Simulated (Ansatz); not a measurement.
**ZrH: response to strain**

Aim: deform ZrH (equal xy, yz and zx engineering shear strains of +2 %) and compute stress, forces and field gradients with LAPW, PAW and all-electron datasets made for the crystal.

Computed with Ansatz 0.2.0 (DFT PBEsol, scalar-relativistic, unless a step's input says otherwise).

## 1. The structure to begin with

The structure is tetragonal, space group P4_2/mmc (No. 131). The conventional cell has a = 3.243 Å, b = 3.243 Å, c = 4.948 Å, α = 90.00°, β = 90.00°, γ = 90.00°. Zr (site symmetry mmm) is surrounded by 4 H at 2.04 Å. Around H (site symmetry -4m2) lie 4 Zr at 2.04 Å.

As a file:

```cif
data_structure
_symmetry_space_group_name_H-M 'P 1'
_symmetry_Int_Tables_number 1
_cell_length_a 3.2428
_cell_length_b 3.2428
_cell_length_c 4.9480
_cell_angle_alpha 90.000
_cell_angle_beta 90.000
_cell_angle_gamma 90.000
_cell_volume 52.03
loop_
_atom_site_label
_atom_site_type_symbol
_atom_site_fract_x
_atom_site_fract_y
_atom_site_fract_z
_atom_site_occupancy
Zr1 Zr 0.00000 0.50000 0.00000 1
Zr2 Zr 0.50000 0.00000 0.50000 1
H1 H 0.00000 0.00000 0.75000 1
H2 H 0.00000 0.00000 0.25000 1
```

Atoms are numbered in the order of the input: Zr1, Zr2, H3, H4.

## 2. After the deformation

Space group P4_2/mmc before, C2/c after.

## 3. LAPW, all electrons

Contents of input.yaml:

```yaml
crystal:
  lattice:
    - [3.2427916985, 0.032427917, 0.032427917]
    - [0.032427917, 3.2427916985, 0.032427917]
    - [0.04948, 0.04948, 4.948]
  atoms:
    - { symbol: Zr, position: [0.0, 0.5, 0.0] }
    - { symbol: Zr, position: [0.5, 0.0, 0.5] }
    - { symbol: H, position: [0.0, 0.0, 0.75] }
    - { symbol: H, position: [0.0, 0.0, 0.25] }
kpoints:
  mp_grid: { grid: [9, 9, 6] }
  band_path:
    path:
      - [0.0, 0.0, 0.0]
      - [0.4903402538, -0.4903402538, 0.0]
      - [-0.4903402538, -0.5096597462, 0.0]
      - [-0.5, -0.5, 0.0]
      - [0.0, 0.0, 0.0]
      - [-0.5, -0.5, -0.5]
      - [-0.484009505, -0.515990495, -0.5]
      - [0.484009505, -0.484009505, -0.5]
      - [0.0, 0.0, -0.5]
    npoints: 5
scf:
  occupations: { method: fermi_dirac, width: 0.02 }
hamiltonian:
  xc: pbesol
  pseudopotentials: { kind: all_electron, lapw: { basis_error: 0.0005 } }
output:
  forces: true
  stress: true
  eigenvalues: true
```

Started as:

```console
> ansatz run input.yaml --threads 1 --pin off --max-ram 4096MiB --backend cpu --events-out ev --progress --plain --runs-dir out
```

## 4. Frozen-core PAW

Contents of input.yaml:

```yaml
crystal:
  lattice:
    - [3.2427916985, 0.032427917, 0.032427917]
    - [0.032427917, 3.2427916985, 0.032427917]
    - [0.04948, 0.04948, 4.948]
  atoms:
    - { symbol: Zr, position: [0.0, 0.5, 0.0] }
    - { symbol: Zr, position: [0.5, 0.0, 0.5] }
    - { symbol: H, position: [0.0, 0.0, 0.75] }
    - { symbol: H, position: [0.0, 0.0, 0.25] }
kpoints:
  mp_grid: { grid: [9, 9, 6] }
scf:
  occupations: { method: fermi_dirac, width: 0.02 }
hamiltonian:
  xc: pbesol
  pseudopotentials: { kind: paw }
output:
  forces: true
  stress: true
  eigenvalues: true
  efg: { contact_densities: true }
  write_density: true
  write_potential: true
  elf: true
  volumetric_format: npy
```

## 5. Datasets made for this crystal

input.yaml: that of step 4 with these lines changed.

```diff
@@ -16,3 +16,3 @@
   xc: pbesol
-  pseudopotentials: { kind: paw }
+  pseudopotentials: { kind: all_electron, datasets: crystal }
 output:
@@ -22,5 +22 @@
   efg: { contact_densities: true }
-  write_density: true
-  write_potential: true
-  elf: true
-  volumetric_format: npy
```

(Steps that only read results are left out.)

What does the calculation give? Wanted: pressure; largest shear or deviatoric stress.

As calculated:

| quantity | value |
| --- | --- |
| pressure | LAPW -2.48, PAW -2.50, crystal datasets -2.48 GPa |
| largest shear or deviatoric stress (LAPW) | 1.56 GPa |

**Reading.** The largest part of the stress beyond the pressure is 1.56 GPa in size; the atoms are carried along and not relaxed. No run of the undeformed cell stands beside it, so pressure and stress hold what the given cell had before the change, as far as its symmetry allows. PAW: stress within 0.03 GPa of LAPW, forces within 1 meV/Å. Crystal datasets: stress within 0.01 GPa of LAPW, forces within 1 meV/Å.
